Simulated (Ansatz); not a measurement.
# CH8B2SSi: the cost of one run

Method: RKS r2SCAN/6-31G, in Ansatz 0.2.0.

## 1. The structure to begin with

Bond lengths: C1–B2 1.558 Å, B2–Si3 1.930 Å, B2–B4 1.691 Å, B4–S5 1.888 Å, C1–H6 1.177 Å, C1–H7 1.133 Å, C1–H8 1.056 Å, Si3–H9 1.502 Å, Si3–H10 1.504 Å, Si3–H11 1.435 Å, B4–H12 1.139 Å, S5–H13 1.443 Å. Angles (14 of 19 angles, heavy atoms first): C1–B2–Si3 118.7°, C1–B2–B4 123.1°, Si3–B2–B4 118.1°, B2–B4–S5 119.1°, B2–C1–H6 108.3°, B2–C1–H7 110.7°, B2–C1–H8 114.1°, B2–Si3–H9 109.2°, B2–Si3–H10 108.5°, B2–Si3–H11 110.9°, B2–B4–H12 119.9°, S5–B4–H12 120.5°, B4–S5–H13 96.0°, H6–C1–H7 104.9°.

Coordinates:

```xyz
13

C    -0.6901    0.5373    1.2920
B     0.0894   -0.0533    0.0797
Si    0.6270   -1.9060    0.1377
B     0.5599    0.8722   -1.2552
S    -0.0394    2.6579   -1.3906
H    -1.7209    0.9521    0.9029
H    -0.1516    1.4412    1.7124
H    -0.8683   -0.1561    2.0686
H     0.2082   -2.5018    1.4510
H     2.1290   -1.9696    0.1016
H     0.0701   -2.6356   -0.9655
H     1.1167    0.3816   -2.1196
H    -1.3095    2.3453   -2.0002
```

## 2. End point A

input.yaml reads:

```yaml
crystal:
  periodic: [false, false, false]
  atoms:
    - { symbol: C, position_ang: [-0.6901, 0.5373, 1.292] }
    - { symbol: B, position_ang: [0.0894, -0.0533, 0.0797] }
    - { symbol: Si, position_ang: [0.627, -1.906, 0.1377] }
    - { symbol: B, position_ang: [0.5599, 0.8722, -1.2552] }
    - { symbol: S, position_ang: [-0.0394, 2.6579, -1.3906] }
    - { symbol: H, position_ang: [-1.7209, 0.9521, 0.9029] }
    - { symbol: H, position_ang: [-0.1516, 1.4412, 1.7124] }
    - { symbol: H, position_ang: [-0.8683, -0.1561, 2.0686] }
    - { symbol: H, position_ang: [0.2082, -2.5018, 1.451] }
    - { symbol: H, position_ang: [2.129, -1.9696, 0.1016] }
    - { symbol: H, position_ang: [0.0701, -2.6356, -0.9655] }
    - { symbol: H, position_ang: [1.1167, 0.3816, -2.1196] }
    - { symbol: H, position_ang: [-1.3095, 2.3453, -2.0002] }
basis:
  gaussian: { orbitals: "6-31G" }
hamiltonian:
  xc: r2scan
relax:
  f_tol: 0.02
  max_steps: 50
```

The run is started by

```console
> ansatz run input.yaml --threads 1 --pin off --max-ram 2048MiB --backend cpu --events-out ev --progress --plain --runs-dir out
```

What time and memory should one allow on 1 thread of Arm Neoverse V2, shared host?

About 2.6 min, with a peak of 0.19 GiB.
